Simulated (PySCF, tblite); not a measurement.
# C6H8O3: a rotation path, then NMR shifts on frames

Aim: move C6H8O3 (`COCC1=COC(=O)C1`) away from its starting geometry and see how NMR shifts follow the geometry.

Programs: tblite 0.8.0 and PySCF 2.14.0, with density-fitted response routines of our own. Each step states its level of theory. These are calculated values for one molecule in the gas phase, unless marked as measured. Atoms count from 0, in the outputs and in this text.

### 1 Starting geometry

17 atoms, charge 0, multiplicity 1; geometry from: GFN2-xTB.

Bonds of the start (Å): C0–O1 1.40, O1–C2 1.41, C2–C3 1.49, C3–C4 1.33, C4–O5 1.37, O5–C6 1.36, C6–O7 1.19, C6–C8 1.52, C8–C3 1.50, C0–H9 1.09, C0–H10 1.10, C0–H11 1.10, C2–H12 1.10, C2–H13 1.10, C4–H14 1.07, C8–H15 1.09, C8–H16 1.09.

### 2 A band between two rotamers with GFN2-xTB

What the job is given:

```
{"job": {"kind": "neb", "xc": "GFN2-xTB", "basis": "xTB", "atoms": [1, 2, 3, 8], "turn": 120}, "charge": 0, "multiplicity": 1}
C     -2.891932    -0.280493     0.016807
O     -1.524672    -0.348766     0.326664
C     -0.737708     0.518718    -0.461653
C      0.688219     0.372734    -0.055428
C      1.530775     1.302560     0.387848
O      2.779285     0.813094     0.678935
C      2.793362    -0.526250     0.442065
O      3.760287    -1.206033     0.612333
C      1.418150    -0.934016    -0.054800
H     -3.394503    -0.981244     0.679749
H     -3.288131     0.728879     0.182711
H     -3.079128    -0.564302    -1.026611
H     -0.851718     0.256073    -1.528148
H     -1.061540     1.562556    -0.330335
H      1.404415     2.357421     0.540544
H      1.486040    -1.398135    -1.039811
H      0.961802    -1.660767     0.619221
```

With the program's defaults for keys left out, this is: GFN2-xTB climbing-image nudged elastic band, gas phase.

Started as:

```sh
> OMP_NUM_THREADS=1 python probes_run.py task.json out
```

The driver reads the jobs from task.json and runs them one after another.

Output:

```text
image   E - E0 / eV
  0       0.0000
  1       0.0059
  2       0.0194
  3       0.0337
  4       0.0411
  5       0.0376
  6       0.0256
  7       0.0123
  8       0.0046
```

Wall time 7.6 s (1 thread, shared host).

The final band, with the dihedral O1–C2–C3–C8:

```csv
image,dihedral (°),energy (eV),energy (kcal/mol)
0,56,0.000,0.0
1,70,0.006,0.1
2,85,0.019,0.4
3,100,0.034,0.8
4,115,0.041,0.9
5,131,0.038,0.9
6,146,0.026,0.6
7,162,0.012,0.3
8,177,0.005,0.1
```

### 3 NMR shieldings: image 0, PBE0/pcSseg-1

What the job is given:

```
{"job": {"kind": "nmr", "xc": "PBE0", "basis": "pcSseg-1", "pop": false}, "charge": 0, "multiplicity": 1}
C     -2.891900    -0.280500     0.016800
O     -1.524700    -0.348800     0.326700
C     -0.737700     0.518700    -0.461700
C      0.688200     0.372700    -0.055400
C      1.530800     1.302600     0.387800
O      2.779300     0.813100     0.678900
C      2.793400    -0.526200     0.442100
O      3.760300    -1.206000     0.612300
C      1.418200    -0.934000    -0.054800
H     -3.394500    -0.981200     0.679700
H     -3.288100     0.728900     0.182700
H     -3.079100    -0.564300    -1.026600
H     -0.851700     0.256100    -1.528100
H     -1.061500     1.562600    -0.330300
H      1.404400     2.357400     0.540500
H      1.486000    -1.398100    -1.039800
H      0.961800    -1.660800     0.619200
```

Level: GIAO PBE0/pcSseg-1 NMR shielding, non-relativistic, gas phase.

Output:

```text
coarse grid: 14736 points
cycle   1  E = -458.2597992280  dE =  1.695e+00  |g| = 9.974e-01  |ddm| = 3.797e+00
cycle   2  E = -457.8214204010  dE =  4.384e-01  |g| = 1.833e+00  |ddm| = 2.138e+00
cycle   3  E = -458.4322834052  dE = -6.109e-01  |g| = 2.780e-01  |ddm| = 1.537e+00
cycle   4  E = -458.4454351346  dE = -1.315e-02  |g| = 1.075e-01  |ddm| = 2.821e-01
cycle   5  E = -458.4472583122  dE = -1.823e-03  |g| = 2.508e-02  |ddm| = 7.687e-02
cycle   6  E = -458.4473842178  dE = -1.259e-04  |g| = 9.424e-03  |ddm| = 2.824e-02
cycle   7  E = -458.4474022351  dE = -1.802e-05  |g| = 3.550e-03  |ddm| = 1.040e-02
cycle   8  E = -458.4474049524  dE = -2.717e-06  |g| = 6.792e-04  |ddm| = 3.220e-03
final grid: 143848 points
cycle   9  E = -458.5330783161  dE = -2.421e-05  |g| = 1.604e-02  |ddm| = 3.158e-02
cycle  10  E = -458.5330048307  dE =  7.349e-05  |g| = 2.581e-02  |ddm| = 2.756e-02
cycle  11  E = -458.5331236177  dE = -1.188e-04  |g| = 2.802e-03  |ddm| = 1.835e-02
cycle  12  E = -458.5331250799  dE = -1.462e-06  |g| = 4.997e-04  |ddm| = 1.918e-03
cycle  13  E = -458.5331251216  dE = -4.168e-08  |g| = 1.734e-04  |ddm| = 5.300e-04
cycle  14  E = -458.5331251266  dE = -5.017e-09  |g| = 6.957e-05  |ddm| = 1.638e-04
cycle  15  E = -458.5331251277  dE = -1.056e-09  |g| = 1.764e-05  |ddm| = 7.347e-05
cycle  16  E = -458.5331251278  dE = -7.662e-11  |g| = 4.217e-06  |ddm| = 2.103e-05
converged SCF energy = -458.5331251278

GIAO shielding tensors (ppm)
atom      isotropic    diamagn.    paramagn.     s11        s22        s33       span
  0 C      125.673     242.040    -116.367     94.529     98.948    183.542     89.013
  1 O      307.991     399.766     -91.776    280.000    306.217    337.754     57.754
  2 C      114.975     244.144    -129.169     85.644     97.901    161.381     75.736
  3 C       60.204     262.055    -201.851    -35.785     76.044    140.354    176.139
  4 C       39.937     252.645    -212.708    -54.710     78.709     95.812    150.522
  5 O       60.389     399.295    -338.906   -114.968    116.921    179.213    294.181
  6 C        6.882     252.912    -246.030    -95.007     47.439     68.212    163.219
  7 O     -113.762     394.362    -508.124   -434.459   -221.720    314.893    749.352
  8 C      149.286     248.558     -99.273    136.475    144.686    166.696     30.222
  9 H       27.747      27.920      -0.173     23.732     25.325     34.184     10.452
 10 H       28.336      27.992       0.344     24.514     25.971     34.524     10.010
 11 H       28.315      28.182       0.134     24.446     26.175     34.326      9.880
 12 H       27.697      31.008      -3.311     24.432     27.190     31.469      7.038
 13 H       27.772      31.521      -3.749     24.218     27.521     31.577      7.358
 14 H       24.902      31.959      -7.058     23.004     23.741     27.959      4.955
 15 H       28.818      29.097      -0.279     24.855     27.856     33.743      8.888
 16 H       28.278      29.776      -1.498     23.513     28.706     32.616      9.103
```

Wall time 76 s (1 thread, shared host).

The references, computed at this level on geometries of the same kind, shield at (ppm): 1H TMS 31.72, 13C TMS 186.9, 17O H2O 336.1. Their shielding less the atom's gives the shift. The references are single molecules in the gas phase, so shifts against H2O, NH3, PH3, H3PO4 or CFCl3 are not on the usual liquid scales and can be off by tens of ppm. Each atom is listed at this fixed geometry, with no averaging over motion; a spectrum would average atoms that exchange fast.

```csv
atoms,environment,σ (ppm),δ (ppm)
C6,ester carbonyl carbon,6.9,180.0
C4,alkene carbon bearing oxygen,39.9,147.0
C3,β carbon of an enol-ether or enamine type C=C,60.2,126.7
C2,allylic sp3 CH2 bonded to O,115.0,71.9
C0,methyl carbon bonded to O,125.7,61.3
C8,sp3 CH2 α to a carbonyl,149.3,37.6
H14,hydrogen on an alkene carbon bearing oxygen,24.90,6.82
H12,hydrogen on an allylic sp3 CH2 bonded to O,27.70,4.02
H9,hydrogen on a methyl carbon bonded to O,27.75,3.97
H13,hydrogen on an allylic sp3 CH2 bonded to O,27.77,3.94
H16,hydrogen on an sp3 CH2 α to a carbonyl,28.28,3.44
H11,hydrogen on a methyl carbon bonded to O,28.32,3.40
H10,hydrogen on a methyl carbon bonded to O,28.34,3.38
H15,hydrogen on an sp3 CH2 α to a carbonyl,28.82,2.90
O7,ester carbonyl oxygen,-113.8,449.8
O5,ester alkoxy oxygen,60.4,275.7
O1,ether oxygen,308.0,28.1
```

Ring of atoms C3, C4, O5, C6, C8: NICS(0) -2.2, NICS(1) -2.9, NICS(1)zz -3.5 ppm (means of both faces).

### 4 NMR shieldings: image 2, PBE0/pcSseg-1

What the job is given:

```
{"job": {"kind": "nmr", "xc": "PBE0", "basis": "pcSseg-1", "pop": false}, "charge": 0, "multiplicity": 1}
C     -2.933600    -0.117000     0.104500
O     -1.572900    -0.154700     0.451900
C     -0.729300     0.381500    -0.547200
C      0.682300     0.294900    -0.073800
C      1.392100     1.206700     0.586700
O      2.659000     0.787200     0.902700
C      2.832100    -0.480100     0.441000
O      3.854300    -1.084600     0.563100
C      1.541100    -0.922400    -0.223800
H     -3.473100    -0.545600     0.945700
H     -3.274900     0.911300    -0.066100
H     -3.132700    -0.706400    -0.799400
H     -0.843200    -0.190800    -1.481100
H     -1.000800     1.429000    -0.748200
H      1.142000     2.200400     0.905300
H      1.721100    -1.205300    -1.262000
H      1.129700    -1.792100     0.290800
```

Method: GIAO PBE0/pcSseg-1 NMR shielding, non-relativistic, gas phase.

Output:

```text
coarse grid: 14736 points
cycle   1  E = -458.2563836213  dE =  1.696e+00  |g| = 1.000e+00  |ddm| = 3.794e+00
cycle   2  E = -457.8152662651  dE =  4.411e-01  |g| = 1.838e+00  |ddm| = 2.161e+00
cycle   3  E = -458.4303025824  dE = -6.150e-01  |g| = 2.789e-01  |ddm| = 1.551e+00
cycle   4  E = -458.4435338451  dE = -1.323e-02  |g| = 1.078e-01  |ddm| = 2.830e-01
cycle   5  E = -458.4453637628  dE = -1.830e-03  |g| = 2.544e-02  |ddm| = 7.670e-02
cycle   6  E = -458.4454929238  dE = -1.292e-04  |g| = 9.585e-03  |ddm| = 2.850e-02
cycle   7  E = -458.4455117271  dE = -1.880e-05  |g| = 3.558e-03  |ddm| = 1.048e-02
cycle   8  E = -458.4455144649  dE = -2.738e-06  |g| = 6.793e-04  |ddm| = 3.183e-03
final grid: 143848 points
cycle   9  E = -458.5310684379  dE = -2.200e-05  |g| = 1.633e-02  |ddm| = 3.342e-02
cycle  10  E = -458.5309928917  dE =  7.555e-05  |g| = 2.621e-02  |ddm| = 2.783e-02
cycle  11  E = -458.5311152466  dE = -1.224e-04  |g| = 2.720e-03  |ddm| = 1.879e-02
cycle  12  E = -458.5311166585  dE = -1.412e-06  |g| = 4.864e-04  |ddm| = 1.905e-03
cycle  13  E = -458.5311166976  dE = -3.913e-08  |g| = 1.722e-04  |ddm| = 5.163e-04
cycle  14  E = -458.5311167026  dE = -4.985e-09  |g| = 6.942e-05  |ddm| = 1.616e-04
cycle  15  E = -458.5311167036  dE = -1.038e-09  |g| = 1.801e-05  |ddm| = 7.083e-05
cycle  16  E = -458.5311167037  dE = -7.719e-11  |g| = 4.111e-06  |ddm| = 2.116e-05
converged SCF energy = -458.5311167037

GIAO shielding tensors (ppm)
atom      isotropic    diamagn.    paramagn.     s11        s22        s33       span
  0 C      125.778     242.168    -116.390     94.250     99.621    183.462     89.212
  1 O      302.514     399.576     -97.062    266.602    309.968    330.972     64.370
  2 C      116.568     244.130    -127.562     86.580     99.512    163.613     77.033
  3 C       61.558     261.204    -199.646    -36.635     77.481    143.828    180.463
  4 C       35.843     253.234    -217.391    -62.921     75.013     95.437    158.358
  5 O       55.841     399.425    -343.584   -120.110    110.674    176.958    297.067
  6 C        7.113     252.335    -245.222    -95.088     47.483     68.944    164.032
  7 O     -113.894     393.932    -507.827   -434.403   -221.269    313.989    748.393
  8 C      147.861     249.467    -101.605    134.408    141.793    167.383     32.975
  9 H       27.763      27.952      -0.189     23.842     25.244     34.205     10.363
 10 H       28.348      28.088       0.260     24.501     26.140     34.404      9.904
 11 H       28.367      28.250       0.117     24.403     26.256     34.444     10.041
 12 H       27.965      31.499      -3.534     24.527     27.830     31.537      7.011
 13 H       27.768      31.408      -3.640     24.018     27.518     31.767      7.749
 14 H       24.795      32.156      -7.361     22.903     23.354     28.129      5.227
 15 H       28.794      28.899      -0.105     24.828     27.826     33.728      8.900
 16 H       28.348      29.819      -1.471     24.087     28.236     32.721      8.634
```

Run time: 74 s. Hardware: 1 thread, shared host.

This run: δ C6 179.8, C4 151.1, C3 125.4, C2 70.4, H14 6.92, H9 3.95 ppm.

[end of part 1 of 2]
